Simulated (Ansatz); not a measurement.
# TaTiTe4: the cost of one run

Program: Ansatz 0.2.0. Level of theory: DFT PBEsol+U (U_eff = 3 eV on Ta d), plane waves, PAW, no spin–orbit coupling unless a run says so. These are calculated values, not measurements.

2 further runs of the same task are left out: 2 that didn't finish.

**1. The starting structure**

The structure is trigonal, space group P-3m1 (No. 164). The conventional cell has a = 3.736 Å, b = 3.736 Å, c = 14.133 Å, α = 90.00°, β = 90.00°, γ = 120.00°. Ta (site symmetry -3m) is surrounded by 6 Te at 2.82 Å. Te (site symmetry 3m) has 3 Ta at 2.82 Å as nearest neighbours. Te (site symmetry 3m) has 3 Ti at 2.77 Å as nearest neighbours. Ti (site symmetry -3m) is surrounded by 6 Te at 2.77 Å.

Coordinates:

```xyz
6
Lattice="3.7363 0.0000 0.0000 -1.8682 3.2357 0.0000 0.0000 0.0000 14.1328" Properties=species:S:1:pos:R:3 pbc="T T T"
Ta    0.0000    0.0000    0.0000
Te    1.8682    1.0786   12.3226
Te    1.8682    1.0786    5.3295
Te    0.0000    2.1572    8.8033
Te    0.0000    2.1572    1.8102
Ti    0.0000    0.0000    7.0664
```

**2. Ferromagnetic start, free, symmetry kept, no search**

Input file input.yaml:

```yaml
crystal:
  lattice:
    - [3.73630649, 0.0, 0.0]
    - [-1.86815324, 3.23573633, 0.0]
    - [0.0, 0.0, 14.13277935]
  atoms:
    - { symbol: Ta, position: [0.0, 0.0, 0.0], spin: 1.0 }
    - { symbol: Te, position: [0.6666666667, 0.3333333333, 0.871914] }
    - { symbol: Te, position: [0.6666666667, 0.3333333333, 0.377101] }
    - { symbol: Te, position: [0.3333333333, 0.6666666667, 0.622899] }
    - { symbol: Te, position: [0.3333333333, 0.6666666667, 0.128086] }
    - { symbol: Ti, position: [0.0, 0.0, 0.5] }
basis:
  ecutwfc: 420
  ecutrho_ratio: 4
kpoints:
  mp_grid: { grid: [6, 6, 2] }
hamiltonian:
  xc: pbesol
  hubbard: { sites: [{ site: 0, l: d, u_eff: 3.0 }] }
scf:
  occupations: { method: gaussian, width: 0.05 }
  lower_state_search: "off"
  max_iter: 150
output:
  forces: true
  stress: true
  eigenvalues: true
  populations: true
  hubbard: { sites: [{ site: 0, l: d }] }
magnetization:
  spin_polarized: true
```

The run is started by

```sh
$ ansatz run input.yaml --threads 4 --pin off --max-ram 6144MiB --backend cpu --events-out ev --progress --plain --runs-dir out
```

What time and memory should one allow on 4 threads of Arm Neoverse V1, shared host?

About 58 s, with a peak of 1.1 GiB.
